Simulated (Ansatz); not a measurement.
# Na3Cl2 (Cmmm) in Ansatz: a series of runs

One crystal, Na3Cl2, is run at these levels: r2SCAN+D3(BJ)-ATM, r2SCAN+D4, r2SCAN+rVV10; tasks: relaxation of cell and atoms.

All numbers are computed with Ansatz 0.2.0; they aren't measurements. Logs are shortened: lines on timing, memory, paths and dates and some standing lists are left out, and cuts for length are marked.

## (1) Starting point

Symmetry: Cmmm, No. 65, orthorhombic system. The conventional cell has a = 3.520 Å, b = 20.341 Å, c = 3.528 Å, α = 90.00°, β = 90.00°, γ = 90.00°. Around Cl (site symmetry m2m) lie 8 Na at 3.00 to 3.05 Å. Na (site symmetry m2m) is surrounded by 4 Cl at 3.00 Å and 1 Na at 3.44 Å. Na (site symmetry mmm) has 8 Cl at 3.05 Å and 2 Na at 3.44 Å as nearest neighbours.

The cell comes from a database or a generator and needn't be the stable form of this composition.

## (2) Relaxation of cell and atoms, r2SCAN+D3(BJ)-ATM

The input, input.yaml:

```yaml
crystal:
  lattice:
    - [1.759951, -10.170256, 0.0]
    - [1.759951, 10.170256, 0.0]
    - [0.0, 0.0, 3.527636]
  atoms:
    - { symbol: Cl, position: [0.086598, 0.913402, 0.5] }
    - { symbol: Cl, position: [0.913402, 0.086598, 0.5] }
    - { symbol: Na, position: [0.668989, 0.331011, 0.0] }
    - { symbol: Na, position: [0.331011, 0.668989, 0.0] }
    - { symbol: Na, position: [0.5, 0.5, 0.0] }
hamiltonian:
  xc: r2scan
  pseudopotentials: { kind: paw }
  dispersion: d3bjatm
kpoints:
  mp_grid: { grid: [8, 8, 8] }
scf:
  occupations: { method: fermi_dirac, width: 0.05 }
output:
  forces: true
  stress: true
  eigenvalues: true
relax:
  f_tol: 0.01
  max_steps: 40
  cell: { stress_tol: 0.05 }
```

Potentials or basis: Ansatz PAW.

The run is started by

```sh
ansatz run input.yaml --threads 2 --pin off --max-ram 5632MiB --backend cpu --events-out ev --progress --plain --runs-dir out
```

The log of the run:

```text
Warning: RAYON_NUM_THREADS=2 ignored (pool sized by the plan → 2); use --threads N
basis.fft_grid_basis auto: the FFT boxes are laid along the combinations [[1, 1, 0], [0, 1, 0], [0, 0, 1]] of the cell's own vectors, 3.520, 10.321 and 3.528 Å long. The dense box has 27×80×27 points. Along the cell's own vectors, as sized, it would have 80×80×27, 2.96 times as many. Of the 8 symmetry operations that the crystal satisfies within crystal.symmetry.tolerance (time reversal apart; of a slab, those that keep its plane) the dense box along the cell's own vectors carries 8, and the one as laid loses 4 of those. basis.fft_grid_basis: typed keeps the cell's own vectors: state it where this run's energies or levels are differenced outside the engine with another run's, or held beside a run that keeps those vectors.
Engine: ansatz 0.2.0, aarch64-unknown-linux-gnu
Pseudopotentials: kind: paw
Pseudopotential: Cl, paw, valence charge 7, recommended cutoff 500 eV (meta_gga), Cl.paw.azcp
Pseudopotential: Na, paw, valence charge 9, recommended cutoff 500 eV (meta_gga), Na.paw.azcp
Functional definition: r2SCAN
  parameter k0 = 0.174
  parameter k1 = 0.065
  parameter a1 = 4.9479
  exchange = r2scan_x(k0 = k0, k1 = k1, a1 = a1)
  correlation = r2scan_c
Crystal: 5 atoms, lattice volume = 126.283 Å³
Basis set: ecut = 500 eV, 3215 PW (Γ), FFT grids on a1+a2, a2, a3, exchange–correlation on 108×320×108 points (64 copies of the dense FFT grid, shifted against one another)
Bands: 26, of which v1, the nominal top of the filled ones, is band 21 counted from 1 (20 counted from 0)
Symmetry: 8 space group operations
Space group: Cmmm (ITA 65), of the structure as read, at distance tolerance 5.0e-5 Å
k-points: 105 of 512
Non-local potential: Cl, projectors of the file, l = 0: 2, l = 1: 2, l = 2: 2
Non-local potential: Na, projectors of the file, l = 0: 3, l = 1: 2, l = 2: 1
PAW form: soft (Blöchl's): semilocal exchange-correlation on the pseudo side does not see the compensation charge
PAW frozen core: Cl, regenerated for the run's functional (the file was generated under x = pbe(κ = 0.804, μ = 0.2195149727645171), c = pbe(β = 0.06672455060314922))
PAW frozen core: Na, regenerated for the run's functional (the file was generated under x = pbe(κ = 0.804, μ = 0.2195149727645171), c = pbe(β = 0.06672455060314922))
PAW one-centre angular grid: Cl, 302 points (default); XC on 160 Gauss nodes
PAW one-centre angular grid: Na, 302 points (default); XC on 339 of its mesh's 2595 points in the sphere
Initial density: superposition of atomic densities (neutral atoms: chi_scale 0, normalization atom), corrected by the library's trained network
Initial wavefunctions: pseudopotential atomic-orbital guess
Functional: x = r2scan, c = r2scan; τ floored in thin density (d = 2e-4 eV/Å³)
SCF iter   1: F=—  HF=-6640.772475 eV  |F-HF|=—  |Δ(HF+E_count)|=         —  Δρ=6.95e-3  dr2=4.61e-2  dr2_τ=3.06e-3  ethr=1.77e-3  ⟨swp⟩=6.2  Hψ=11776  notcnv=0
preconditioner: auto → Kerker (q_TF=auto, 2.262 Å⁻¹)  [metal: Δε(μ)=0.010 eV  Ē_g=8.942 eV  σ=0.050 eV  W_gap=0.05  n_scr=24 (ndim 8)  ℏωp=11.9 eV  f_vac=0.000  D(μ)=1.15/eV (n_scr^D=4)]
SCF iter   2: F=—  HF=-6640.788079 eV  |F-HF|=—  |Δ(HF+E_count)|=   1.56e-2  Δρ=3.01e-3  dr2=1.85e-2  dr2_τ=8.60e-4  ethr=1.12e-4  ⟨swp⟩=2.0  Hψ=5888  notcnv=0  defer=97
SCF iter   3: F=—  HF=-6640.787462 eV  |F-HF|=—  |Δ(HF+E_count)|=   6.17e-4  Δρ=1.10e-3  dr2=6.71e-3  dr2_τ=6.76e-5  ethr=4.51e-5  ⟨swp⟩=3.0  Hψ=5229  notcnv=0  defer=97
SCF iter   4: F=—  HF=-6640.786804 eV  |F-HF|=—  |Δ(HF+E_count)|=   6.58e-4  Δρ=4.08e-4  dr2=1.51e-3  dr2_τ=1.05e-5  ethr=1.64e-5  ⟨swp⟩=2.0  Hψ=3423  notcnv=0  defer=97
SCF iter   5: F=—  HF=-6640.786509 eV  |F-HF|=—  |Δ(HF+E_count)|=   2.95e-4  Δρ=2.00e-4  dr2=4.23e-4  dr2_τ=2.97e-6  ethr=3.70e-6  ⟨swp⟩=2.0  Hψ=3135  notcnv=0  defer=97
SCF iter   6: F=—  HF=-6640.786455 eV  |F-HF|=—  |Δ(HF+E_count)|=   5.40e-5  Δρ=1.11e-4  dr2=1.55e-4  dr2_τ=1.40e-6  ethr=1.03e-6  ⟨swp⟩=2.0  Hψ=2905  notcnv=0  defer=97
SCF iter   7: F=—  HF=-6640.786415 eV  |F-HF|=—  |Δ(HF+E_count)|=   4.05e-5  Δρ=7.09e-5  dr2=4.56e-5  dr2_τ=2.34e-7  ethr=3.79e-7  ⟨swp⟩=1.9  Hψ=2810  notcnv=0  defer=97
SCF iter   8: F=—  HF=-6640.786401 eV  |F-HF|=—  |Δ(HF+E_count)|=   1.32e-5  Δρ=4.36e-5  dr2=8.91e-6  dr2_τ=7.90e-8  ethr=1.11e-7  ⟨swp⟩=2.7  Hψ=4438  notcnv=0  defer=97
SCF iter   9: F=—  HF=-6640.786398 eV  |F-HF|=—  |Δ(HF+E_count)|=   3.25e-6  Δρ=2.11e-5  dr2=1.26e-6  dr2_τ=8.45e-9  ethr=2.17e-8  ⟨swp⟩=2.3  Hψ=4655  notcnv=0  defer=97
SCF iter  10: F=—  HF=-6640.786398 eV  |F-HF|=—  |Δ(HF+E_count)|=   3.91e-7  Δρ=7.21e-6  dr2=1.07e-7  dr2_τ=3.80e-9  ethr=3.07e-9  ⟨swp⟩=3.0  Hψ=4891  notcnv=0  defer=97
SCF iter  11: F=-6640.786398 eV  HF=-6640.786398 eV  |F-HF|=3.05e-9  |Δ(HF+E_count)|=   5.55e-8  Δρ=1.60e-6  dr2=4.23e-9  dr2_τ=2.81e-10  ethr=2.44e-10  ⟨swp⟩=8.5  Hψ=10892  notcnv=0
SCF 1 converged in 11 iterations: F = -6640.786398 eV  dr2 = 4.23e-9
relax step   1: F+E_penalty+E_count = -6640.78639785 eV  Δ(F+E_penalty+E_count) = +0.000e0 eV  max|allowed force component| = 1.065e-1 eV/Å  Δτ_max = 0.0000 Å  P = -1.159 GPa  Ω = 126.283 Å³  (11 SCF iters, dr2 threshold 1.00e-7 eV, accepted)
Crystal: 5 atoms, lattice volume = 123.265 Å³
Basis set: ecut = 500 eV, 3115 PW (Γ), FFT grids on a1+a2, a2, a3, exchange–correlation on 108×320×108 points (64 copies of the dense FFT grid, shifted against one another)
[... 50 lines left out ...]
SCF iter   3: F=—  HF=-6640.817282 eV  |F-HF|=—  |Δ(HF+E_count)|=   3.08e-7  Δρ=1.92e-6  dr2=9.89e-9  dr2_τ=3.80e-10  ethr=1.90e-10  ⟨swp⟩=2.0  Hψ=3625  notcnv=0
SCF iter   4: F=—  HF=-6640.817282 eV  |F-HF|=—  |Δ(HF+E_count)|=  9.39e-10  Δρ=7.50e-7  dr2=5.05e-9  dr2_τ=3.85e-11  ethr=2.41e-11  ⟨swp⟩=1.1  Hψ=2736  notcnv=0
SCF iter   5: F=—  HF=-6640.817282 eV  |F-HF|=—  |Δ(HF+E_count)|=   1.12e-9  Δρ=3.39e-7  dr2=6.68e-10  dr2_τ=1.26e-11  ethr=1.23e-11  ⟨swp⟩=2.0  Hψ=3344  notcnv=0
SCF iter   6: F=—  HF=-6640.817282 eV  |F-HF|=—  |Δ(HF+E_count)|=  2.64e-11  Δρ=1.86e-7  dr2=3.71e-10  dr2_τ=1.58e-12  ethr=1.63e-12  ⟨swp⟩=1.2  Hψ=2831  notcnv=0
SCF iter   7: F=—  HF=-6640.817282 eV  |F-HF|=—  |Δ(HF+E_count)|=  8.28e-11  Δρ=1.28e-7  dr2=1.23e-10  dr2_τ=1.41e-12  ethr=1.00e-12  ⟨swp⟩=2.6  Hψ=4495  notcnv=0
SCF iter   8: F=-6640.817282 eV  HF=-6640.817282 eV  |F-HF|=2.27e-11  |Δ(HF+E_count)|=  3.46e-11  Δρ=7.84e-8  dr2=3.06e-11  dr2_τ=5.27e-13  ethr=1.00e-12  ⟨swp⟩=4.0  Hψ=8140  notcnv=0
SCF 5 converged in 8 iterations: F = -6640.817282 eV  dr2 = 3.06e-11
relax step   5: F+E_penalty+E_count = -6640.81728157 eV  Δ(F+E_penalty+E_count) = +4.180e-4 eV  max|allowed force component| = 1.594e-3 eV/Å  Δτ_max = 0.0000 Å  P = -0.012 GPa  Ω = 119.790 Å³  stress off target by 3.51e-2 GPa  SCF on the basis re-selected at this cell (its energy is not comparable with the rows above)  (8 SCF iters)
basis re-selected at this cell: Δ(F+E_penalty+E_count) = +4.180e-4 eV, ΔP = -0.003 GPa vs the last step (what re-selecting the basis moved, of the pressure what is left beyond the Pulay correction that the steps carried, after the strain that the cell walked since its last selection, with what the two solves' SCF thresholds leave and, on support functions, any second-order correction that the steps lacked; it is no measure of the basis error at this ecutwfc). The dense FFT grid was sized anew with the basis: this SCF ran on 27×75×27 points, the steps before it on 27×80×27, so part of this shift can come from that change (see relax.cell in the input reference). This SCF's stress stands 3.51e-2 GPa from its target on what of the cell is left free (relax.cell.stress_tol is 5.00e-2 GPa) and its largest allowed force component is 1.59e-3 eV/Å (relax.f_tol is 1.00e-2 eV/Å): within both
SCF converged after 8 iterations
Free energy (F): -6640.817282 eV
Harris-Foulkes:  -6640.817282 eV  (|F-HF|=2.27e-11)
Internal energy: -6640.808706 eV  (E = F + TS)
E sigma→0 (E₀):  -6640.812994 eV
Entropy (-TS):   -0.008575 eV (-1.715 meV/atom)
Fermi energy:    5.038504 eV
--- Per-component energies (eV) ---
  E_band       = -750.919453
  E_kinetic    = 686.256979
  E_local      = -4703.971021  (includes V_loc(G=0)·N_el)
  E_nonlocal   = 404.197824
  E_hartree    = 1709.811329
  E_xc         = -319.552706
  E_vxc        = -436.627979  (∫ρ·V_xc dr)
  E_paw        = -2136.368404  (= ΣΔE_a)
  E_vpaw       = -149.476758  (= ΣTr[D̂ρ^β])
  E_aug_tail   = 0.000069  (compensation charges beyond the density's cutoff)
  E_vtau       = 29.078885  (kinetic-family band-sum trace: ∫τ·v_τ [+ j·A + Jᵃ·Aᵃ] dr)
  E_ewald      = -2280.395932
  E_disp       = -0.435229  (pairwise vdW)
  E_core_change = -0.351615  (= ΣΔE_core)
  E_smearing   = -0.008575  (= −TS)
  E_closure    = 0.000000  (closes the sum)
  Σ components = -6640.817282   (vs F -6640.817282, Δ=0.00e0)
--- Forces (eV/Å), atoms counted from 1 ---
  atom   1  Cl     0.00000000    -0.00159414    -0.00000000
  atom   2  Cl    -0.00000000     0.00159414     0.00000000
  atom   3  Na    -0.00000000     0.00135756     0.00000000
  atom   4  Na     0.00000000    -0.00135756    -0.00000000
  atom   5  Na     0.00000000     0.00000000    -0.00000000
  max |Σ_I F_I| component: 4.34e-19 eV/Å
--- Stress (GPa, compression-positive) ---
       -0.010043      -0.000000      -0.000000
       -0.000000      -0.035105       0.000000
       -0.000000       0.000000       0.009368
  P = ⅓ Tr σ = -0.0119 GPa (-0.119 kbar)
--- Band table (eV; the first three rows and the last of 105) ---
  k-point 0: bands = ["-51.4821", "-51.0237", "-51.0232", "-21.9033", "-21.8742", "-21.8735", "-21.4353", "-21.4250", "-21.4233", "-21.4226", "-21.4220", "-21.4204", "-13.2132", "-13.0061", "-1.8948", "-0.5867", "0.3128", "0.3489", "0.4423", "0.4778", "3.0327", "6.9288", "7.0622", "9.2798", "10.2486", "10.5543"]
  k-point 1: bands = ["-51.4819", "-51.0235", "-51.0229", "-21.9021", "-21.8807", "-21.8729", "-21.4345", "-21.4295", "-21.4283", "-21.4245", "-21.4220", "-21.4193", "-13.1594", "-12.9592", "-1.8067", "-0.5308", "-0.1446", "0.0543", "0.3501", "0.4817", "3.2609", "7.3103", "7.3465", "9.5776", "10.4307", "10.6210"]
  k-point 2: bands = ["-51.4813", "-51.0229", "-51.0223", "-21.8992", "-21.8962", "-21.8715", "-21.4450", "-21.4433", "-21.4316", "-21.4231", "-21.4207", "-21.4172", "-13.0244", "-12.8419", "-1.5837", "-1.1057", "-0.8452", "-0.3515", "0.4428", "0.5795", "3.8691", "7.9238", "7.9414", "9.5379", "10.2113", "10.3637"]
  k-point 104: bands = ["-51.4804", "-51.0220", "-51.0215", "-21.9181", "-21.8952", "-21.8695", "-21.4665", "-21.4643", "-21.4275", "-21.4212", "-21.4188", "-21.4149", "-12.8197", "-12.6650", "-2.2009", "-1.8568", "-1.1976", "-0.1538", "0.5803", "0.7251", "6.0798", "6.3609", "7.6106", "8.7399", "10.5967", "11.1515"]
--- Relaxed structure (4 steps of the walk, 4 accepted, 1 SCFs on fresh bases) ---
  F+E_penalty+E_count = -6640.81728157 eV   max|allowed force component| = 1.594e-3 eV/Å   (the final SCF, on the basis selected at the relaxed cell)
  cell:  # Å, volume = 119.7895 Å³
    - [1.7272395645721044, -10.077666209422757, 0.0]
    - [1.7272395645721044, 10.077666209422757, 0.0]
    - [0.0, 0.0, 3.4409337676821385]
  atoms:
    - { symbol: Cl, position: [0.08555582012377944, 0.9144441798762206, 0.5000000000000001] }
    - { symbol: Cl, position: [0.9144441798762206, 0.08555582012377944, 0.5000000000000001] }
    - { symbol: Na, position: [0.6676112250806425, 0.33238877491935753, 0.0] }
    - { symbol: Na, position: [0.33238877491935753, 0.6676112250806425, 0.0] }
    - { symbol: Na, position: [0.5, 0.5, 0.0] }
```

Run time: 2.6 min. Hardware: 2 threads of Arm Neoverse V1, shared host; peak memory 0.83 GiB.

Results:

| Property | Result |
| --- | --- |
| Free energy | -6640.8173 eV |
| Relaxed volume | 23.96 Å³/atom |
| Relaxed cell | a = 10.225 Å, b = 10.225 Å, c = 3.441 Å, α = 90.00°, β = 90.00°, γ = 160.55° |
| Space group after relaxing (to 0.05 Å) | Cmmm (No. 65) |
| Energy gained by relaxing | 6.2 meV/atom |
| Ionic steps | 5 |
| Pressure after relaxing | 0.0 GPa |
| Band gap on the k mesh | none (metal or under the smearing width) |

The path:
| step | energy change (eV) | largest force (eV/Å) | volume (Å³) |
| --- | --- | --- | --- |
| 1 | 0.0000 | 0.1065 | 126.28 |
| 2 | -0.0239 | 0.0475 | 123.26 |
| 3 | -0.0309 | 0.0088 | 119.26 |
| 4 | -0.0313 | 0.0017 | 119.79 |
| 5 | -0.0309 | 0.0016 | 119.79 |

Final structure:
```
Cl Na
1.0
     1.72724  -10.07767    0.00000
     1.72724   10.07767    0.00000
     0.00000    0.00000    3.44093
Cl Na
2 3
Direct
  0.08556 0.91444 0.50000
  0.91444 0.08556 0.50000
  0.66761 0.33239 0.00000
  0.33239 0.66761 0.00000
  0.50000 0.50000 0.00000
```

Levels at points of the mesh, in eV from the Fermi level:
| k point | band 17 | band 18 | band 19 | band 20 | band 21 | band 22 | band 23 | band 24 | band 25 | band 26 |
| --- | --- | --- | --- | --- | --- | --- | --- | --- | --- | --- |
| (0.00, 0.00, 0.00) | -4.73 | -4.69 | -4.60 | -4.56 | -2.01 | 1.89 | 2.02 | 4.24 | 5.21 | 5.52 |
| (0.00, 0.00, -0.50) | -6.25 | -5.16 | -4.46 | -4.31 | 0.87 | 1.13 | 3.44 | 4.13 | 4.74 | 4.80 |
| (0.00, -0.50, 0.00) | -6.26 | -5.19 | -4.43 | -4.29 | 1.06 | 1.06 | 2.92 | 3.89 | 5.22 | 5.27 |
| (0.00, -0.50, -0.50) | -6.39 | -6.38 | -5.83 | -4.83 | 2.29 | 2.98 | 3.60 | 3.61 | 3.98 | 4.01 |
| (-0.50, -0.50, 0.00) | -4.73 | -4.69 | -4.60 | -4.56 | -1.74 | 0.88 | 3.26 | 3.60 | 5.21 | 5.65 |
| (-0.50, -0.50, -0.50) | -6.24 | -5.19 | -4.46 | -4.31 | 1.04 | 1.32 | 2.57 | 3.70 | 5.56 | 6.11 |

Caveat: the plane-wave basis is chosen anew once the cell has moved, so the energies of steps on either side of that aren't comparable; an odd number of electrons without spin polarisation forces a metal; a magnetic or distorted state may lie lower; pairwise dispersion overbinds metals, which lowers pressure and volume; the PAW data sets come from PBE, with cores solved anew for the run's functional, which leaves a small shift of forces and pressure.

[end of part 1 of 2]
